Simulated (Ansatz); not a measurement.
# GeNH₂ (quartet): wave-function methods side by side, cc-pVDZ

The task here is to estimate one member of a computed series from the others.

Method: cc-pVDZ, core rule «outside noble gas», up to 15 orbitals frozen; program: Ansatz 0.2.0, Gaussian basis.

To be run: UHF; CCSD(T) on ROHF; CCSD(T) on UHF; BCCD(T) on ROHF; CISD; CCSDT(Q) on ROHF; CCSDT(Q) on UHF; CASSCF and MRCISD+Q, 11 electrons in 10 orbitals; CASSCF and NEVPT2, 11 electrons in 10 orbitals.

15 further runs of the same task are left out: 6 that didn't finish, 9 set aside as unsound or not needed.

### What is computed

The geometry is a PBE0/def2-TZVP stationary point (not a proven minimum) of the parent state, kept for this charge and spin. No spin-orbit coupling is included. The filled d shell of Ge may be among the frozen orbitals whatever the setting's name suggests; the logs give the count.

4 atoms, charge 0, spin multiplicity 4.

Atoms are counted from 1 here; the program's logs count them from 0.

Bond lengths: Ge1–N2 1.816 Å, N2–H3 1.009 Å, N2–H4 1.009 Å. Angles: Ge1–N2–H3 124.1°, Ge1–N2–H4 124.1°, H3–N2–H4 111.9°.

Set-up of the first run:

Input file in.yaml:

```yaml
crystal:
  periodic: [false, false, false]
  atoms:
    - {symbol: Ge, position_ang: [0.000000, 0.000000, 0.341103]}
    - {symbol: N, position_ang: [0.000000, 0.000000, -1.475302]}
    - {symbol: H, position_ang: [0.000000, 0.836103, -2.040604]}
    - {symbol: H, position_ang: [0.000000, -0.836103, -2.040604]}
basis:
  gaussian: {orbitals: cc-pVDZ}
magnetization: {spin_polarized: true, initial_magnetization: 3}
hamiltonian: {xc: hf}
output: {orbitals: {seedname: orbitals}}
```

Run with:

```bash
$ ansatz run in.yaml --threads 1 --pin off --events-out ev --progress --plain --max-ram 2393MiB
```

Steps of the session up to this table: UHF; CCSD(T) on ROHF; CCSD(T) on UHF; BCCD(T) on ROHF; CISD; CCSDT(Q) on ROHF; CCSDT(Q) on UHF; CASSCF and MRCISD+Q, 11 electrons in 10 orbitals; CASSCF and NEVPT2, 11 electrons in 10 orbitals.

One of the session's tables, all rows but one given; the rest of the session is left out.

It belongs to the step «Misses and costs». 

```
          method  from RCCSDT(Q) (kJ/mol)
            ROHF                   +627.6
             UHF                   +620.6
            RMP2                    +68.1
            UMP2                    +65.8
           RCCSD                    +18.6
           UCCSD                    +16.4
        RCCSD(T)                     +2.9
        UCCSD(T)                     +0.9
         BCCD(T)                     +3.1
          RCCSDT                     +1.4
          UCCSDT                     -0.6
       RCCSDT(Q)                        0
       UCCSDT(Q)                     -2.2
  CASSCF valence                   +431.7
  NEVPT2 valence                    +88.7
  MRCISD valence                    +26.0
MRCISD+Q valence                        ?
```

**Question.** Estimate the row for MRCISD+Q valence.

As computed: from RCCSDT(Q) (kJ/mol): +1.8. In the column «from RCCSDT(Q) (kJ/mol)» it lies between RCCSDT (+1.4) and RCCSD(T) (+2.9).

Not comparable, so not listed: CISD (they don't share determinant, frozen orbitals or solution with the rows shown, or repeat one).

To keep in mind: Restricted and unrestricted rows rest on different reference determinants; where their highest levels disagree by more than a few hundredths of an eV, they describe different states and don't form one ladder.
